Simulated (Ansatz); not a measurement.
# C2H8AlClSi: the cost of one run

Program: Ansatz 0.2.0. Level of theory: RKS revPBE/def2-SVP. These are calculated values, not measurements.

## Step 1: The system as given

Bond lengths: C1–Si2 1.834 Å, Si2–C3 1.850 Å, Si2–Al4 2.375 Å, Al4–Cl5 2.268 Å, C1–H6 1.170 Å, C1–H7 1.063 Å, C1–H8 1.134 Å, Si2–H9 1.513 Å, C3–H10 1.067 Å, C3–H11 1.121 Å, C3–H12 1.165 Å, Al4–H13 1.504 Å. Angles (14 of 21 angles, heavy atoms first): C1–Si2–C3 107.5°, C1–Si2–Al4 112.7°, C3–Si2–Al4 108.0°, Si2–Al4–Cl5 116.7°, C1–Si2–H9 109.5°, C3–Si2–H9 110.8°, Al4–Si2–H9 108.4°, Si2–C1–H6 108.1°, Si2–C1–H7 112.3°, Si2–C1–H8 107.9°, Si2–C3–H10 111.4°, Si2–C3–H11 109.1°, Si2–C3–H12 108.7°, Si2–Al4–H13 124.6°.

As a file:

```xyz
13

C    -1.5012   -0.8341    0.1921
Si    0.1221   -0.0631    0.5598
C     1.4109   -1.0153   -0.3650
Al    0.2417    2.2025   -0.1419
Cl   -1.6205    3.0727   -1.1001
H    -2.3322   -0.2021    0.7194
H    -1.5469   -1.8472    0.5094
H    -1.6995   -0.7152   -0.9182
H     0.3810   -0.1168    2.0494
H     1.2546   -0.9601   -1.4190
H     1.4124   -2.0765   -0.0040
H     2.4578   -0.5724   -0.1102
H     1.4401    3.0928    0.0433
```

## Step 2: Relaxing end A

File input.yaml:

```yaml
crystal:
  periodic: [false, false, false]
  atoms:
    - { symbol: C, position_ang: [-1.5012, -0.8341, 0.1921] }
    - { symbol: Si, position_ang: [0.1221, -0.0631, 0.5598] }
    - { symbol: C, position_ang: [1.4109, -1.0153, -0.365] }
    - { symbol: Al, position_ang: [0.2417, 2.2025, -0.1419] }
    - { symbol: Cl, position_ang: [-1.6205, 3.0727, -1.1001] }
    - { symbol: H, position_ang: [-2.3322, -0.2021, 0.7194] }
    - { symbol: H, position_ang: [-1.5469, -1.8472, 0.5094] }
    - { symbol: H, position_ang: [-1.6995, -0.7152, -0.9182] }
    - { symbol: H, position_ang: [0.381, -0.1168, 2.0494] }
    - { symbol: H, position_ang: [1.2546, -0.9601, -1.419] }
    - { symbol: H, position_ang: [1.4124, -2.0765, -0.004] }
    - { symbol: H, position_ang: [2.4578, -0.5724, -0.1102] }
    - { symbol: H, position_ang: [1.4401, 3.0928, 0.0433] }
basis:
  gaussian: { orbitals: def2-SVP }
hamiltonian:
  xc: revpbe
relax:
  f_tol: 0.02
  max_steps: 50
output:
  orbitals: {}
```

Launch:

```
$ ansatz run input.yaml --threads 2 --pin off --max-ram 3072MiB --backend cpu --events-out ev --progress --plain --runs-dir out
```

What time and memory should one allow on 2 threads of Arm Neoverse V2, shared host?

About 20 s, with a peak of 0.16 GiB.
